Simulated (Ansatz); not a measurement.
# BClF2H: the cost of one run

All numbers below are computed with Ansatz 0.2.0 (UKS LDA/def2-SVP).

### Step 1. Starting point

Bond lengths: B1–Cl2 2.110 Å, B1–F3 1.320 Å, B1–F4 1.320 Å. Angles: Cl2–B1–F3 120.0°, Cl2–B1–F4 120.0°, F3–B1–F4 120.0°.

Structure file:

```xyz
5

B     0.0000    0.0000    0.0000
Cl    0.0000    0.0000    2.1100
F     1.1431    0.0000   -0.6600
F    -1.1431    0.0000   -0.6600
H     0.0000    0.0000    3.7800
```

### Step 2. Pulling towards end A

Springs on the bonds that form and break draw the guess towards this end; the thresholds are loose.

Input file input.yaml:

```yaml
crystal:
  periodic: [false, false, false]
  atoms:
    - { symbol: B, position_ang: [0.0, 0.0, 0.0] }
    - { symbol: Cl, position_ang: [0.0, 0.0, 2.11] }
    - { symbol: F, position_ang: [1.1431, 0.0, -0.66] }
    - { symbol: F, position_ang: [-1.1431, 0.0, -0.66] }
    - { symbol: H, position_ang: [0.0, 0.0, 3.78] }
magnetization:
  spin_polarized: true
  initial_magnetization: 1
basis:
  gaussian: { orbitals: def2-SVP }
hamiltonian:
  xc: lda
relax:
  f_tol: 0.15
  max_steps: 25
  restrain:
    - { distance: [1, 4], at: 2.57, k: 30.0 }
    - { distance: [0, 1], at: 1.86, k: 30.0 }
output:
  orbitals: {}
```

Started as:

```bash
ansatz run input.yaml --threads 1 --pin off --max-ram 2048MiB --backend cpu --events-out ev --progress --plain --runs-dir out
```

**Question.** How long does this run take on 1 thread of Intel Xeon 6975P-C (Granite Rapids), shared host, and how much memory does it need?

About 3.9 s, with a peak of 0.15 GiB.
